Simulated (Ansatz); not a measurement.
**GeNH4+ (SMILES [NH2][GeH2+]): one structure at several levels**

One table from this session's results is given with a row withheld; the runs are named, their logs left out.

Computed with Ansatz 0.2.0, Gaussian basis. Level: single points in def2-TZVPP.

Cores are frozen in the correlated methods. Filled d shells of the heavier atoms are correlated.

### The system as given

SMILES `[NH2][GeH2+]`, 6 atoms, charge 1, spin multiplicity 1.

Atoms are counted from 1 here; the program's logs count them from 0.

Bond lengths: N1–Ge2 1.675 Å, N1–H3 1.021 Å, N1–H4 1.016 Å, Ge2–H5 1.469 Å, Ge2–H6 1.493 Å. Angles: Ge2–N1–H3 124.5°, Ge2–N1–H4 125.9°, H3–N1–H4 109.5°, N1–Ge2–H5 117.1°, N1–Ge2–H6 116.8°, H5–Ge2–H6 126.1°.

Geometry (Å):

```xyz
6
GeH4N
N     0.0256   -0.8589    0.1002
Ge   -0.0411    0.8046   -0.0866
H     0.7622   -1.3555    0.6037
H    -0.6273   -1.5301   -0.2946
H    -1.1641    1.3462   -0.8638
H     1.0353    1.5996    0.5758
```

Set-up of the first run:

Input file run/in.yaml:

```yaml
crystal:
  periodic: [false, false, false]
  atoms:
    - {symbol: N, position_ang: [0.025600, -0.858900, 0.100200]}
    - {symbol: Ge, position_ang: [-0.041100, 0.804600, -0.086600]}
    - {symbol: H, position_ang: [0.762200, -1.355500, 0.603700]}
    - {symbol: H, position_ang: [-0.627300, -1.530100, -0.294600]}
    - {symbol: H, position_ang: [-1.164100, 1.346200, -0.863800]}
    - {symbol: H, position_ang: [1.035300, 1.599600, 0.575800]}
basis:
  gaussian: {orbitals: def2-TZVPP}
total_charge: 1
correlation: {method: ccsd_t}
output: {forces: true}
```

No record of the launch command was kept for these runs.

Among the steps run: CCSD(T)/def2-TZVPP; PBE0-D4/def2-TZVPP; wB97M-V/def2-TZVPP; r2SCAN-D4/def2-TZVPP; PBE-D4/def2-TZVPP; BHLYP-D4/def2-TZVPP; r2SCANh-D4/def2-TZVPP.

One of the session's tables, all rows but one given; the rest of the session is left out.

```
    method  RMS force component (eV/Å)  angle to CCSD(T) forces (°)
   CCSD(T)                       0.906                    reference
   PBE0-D4                       0.855                          5.2
   wB97M-V                           ?                            ?
 r2SCAN-D4                       0.862                          2.2
    PBE-D4                       0.939                          9.7
  BHLYP-D4                       0.901                         10.6
r2SCANh-D4                       0.845                          3.7
```

**Question.** Estimate the row for wB97M-V.

**Answer.** RMS force component (eV/Å): 0.865; angle to CCSD(T) forces (°): 2.0. In the column «RMS force component (eV/Å)» it lies between r2SCAN-D4 (0.862) and BHLYP-D4 (0.901).
